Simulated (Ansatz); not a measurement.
# C₂H₇NSSi: a ladder of functionals and wavefunction methods

An exercise on one series of results from a longer session: the logs are not shown, and one member is left open.

The runs use Ansatz 0.2.0, Gaussian basis; functionals in def2-TZVPP, the program's frozen cores in correlated methods.

Levels to be run: LDA (SPW92), PBE-D4, revPBE-D4, BLYP-D4, r2SCAN-D4, B97M-V, PBE0-D4, B3LYP-D4, r2SCANh-D4, r2SCAN0-D4, HSE06-D4, BHLYP-D4, CAM-B3LYP-D4, LC-ωPBE, ωB97X-V, ωB97M-V, B2PLYP, PBE-QIDH; CCSD(T)/def2-SVP; CCSD(T)/def2-TZVPP; MP2/def2-QZVPP; extrapolation to the limit; RPA on PBE.

### Structure used throughout

The geometry comes from an earlier relaxation with PBE0-D4 in a triple-zeta def2 set; it is a stationary point, not always the lowest conformer.

SMILES `CN(C)[Si]S`, 12 atoms, charge 0, spin multiplicity 1.

Atoms are counted from 1 here; the program's logs count them from 0.

Bond lengths: C1–N2 1.442 Å, C1–H6 1.096 Å, C1–H7 1.097 Å, C1–H8 1.089 Å, N2–C3 1.452 Å, N2–Si4 1.718 Å, C3–H9 1.096 Å, C3–H10 1.097 Å, C3–H11 1.093 Å, Si4–S5 2.169 Å, S5–H12 1.344 Å. Angles: N2–C1–H6 110.1°, N2–C1–H7 111.7°, N2–C1–H8 111.3°, H6–C1–H7 107.6°, H6–C1–H8 107.4°, H7–C1–H8 108.7°, C1–N2–C3 112.0°, C1–N2–Si4 132.6°, C3–N2–Si4 115.5°, N2–C3–H9 110.9°, N2–C3–H10 111.1°, N2–C3–H11 110.1°, H9–C3–H10 108.1°, H9–C3–H11 108.4°, H10–C3–H11 108.1°, N2–Si4–S5 105.6°, Si4–S5–H12 102.8°.

Set-up of the first run:

File in.yaml:

```yaml
crystal:
  periodic: [false, false, false]
  atoms:
    - {symbol: C, position_ang: [-0.604388, 0.432937, 0.782011]}
    - {symbol: N, position_ang: [0.182277, -0.244845, -0.219043]}
    - {symbol: C, position_ang: [1.165019, -1.134936, 0.373100]}
    - {symbol: Si, position_ang: [0.183333, -0.180575, -1.935929]}
    - {symbol: S, position_ang: [-1.210530, 1.396918, -2.460321]}
    - {symbol: H, position_ang: [-0.958360, -0.284479, 1.531122]}
    - {symbol: H, position_ang: [-0.019415, 1.198471, 1.306571]}
    - {symbol: H, position_ang: [-1.481759, 0.904869, 0.342882]}
    - {symbol: H, position_ang: [0.679784, -1.896323, 0.995062]}
    - {symbol: H, position_ang: [1.871225, -0.580904, 1.002946]}
    - {symbol: H, position_ang: [1.734545, -1.640959, -0.410453]}
    - {symbol: H, position_ang: [-1.464831, 1.974726, -1.274148]}
basis:
  gaussian: {orbitals: def2-TZVPP}
hamiltonian: {xc: lda}
output: {orbitals: {seedname: orbitals}}
```

Steps of the session up to this table: LDA; PBE-D4 (GGA); revPBE-D4 (GGA); BLYP-D4 (GGA); r2SCAN-D4 (meta-GGA); B97M-V (meta-GGA); PBE0-D4 (hybrid); B3LYP-D4 (hybrid); r2SCANh-D4 (hybrid); r2SCAN0-D4 (hybrid); HSE06-D4 (hybrid); BHLYP-D4 (hybrid); CAM-B3LYP-D4 (range-separated); LC-ωPBE-D4 (range-separated; the results give it without D4); ωB97X-V (range-separated); ωB97M-V (range-separated); B2PLYP (double hybrid); PBE-QIDH (double hybrid).

One table of the session follows, with a row left open; its other results are not shown here.

It belongs to the step «Frontier levels by functional». 

```
  functional  HOMO (eV)  gap (eV)
 LDA (SPW92)      -5.62      3.46
      PBE-D4      -5.51      3.50
   revPBE-D4      -5.46      3.51
     BLYP-D4      -5.37      3.51
   r2SCAN-D4      -5.70      3.78
      B97M-V      -5.79      3.89
     PBE0-D4      -6.57      5.32
    B3LYP-D4      -6.38      4.97
  r2SCANh-D4      -6.10      4.46
  r2SCAN0-D4      -6.69      5.49
    HSE06-D4          ?         ?
    BHLYP-D4      -7.52      7.15
CAM-B3LYP-D4      -7.84      7.65
     LC-ωPBE      -9.13      9.95
     ωB97X-V      -8.81      9.57
     ωB97M-V      -8.66      9.31
```

Q: Estimate the row for HSE06-D4 from the others.

**Answer.** HOMO (eV): -6.18; gap (eV): 4.55. In the column «HOMO (eV)» it lies between B3LYP-D4 (-6.38) and r2SCANh-D4 (-6.10).
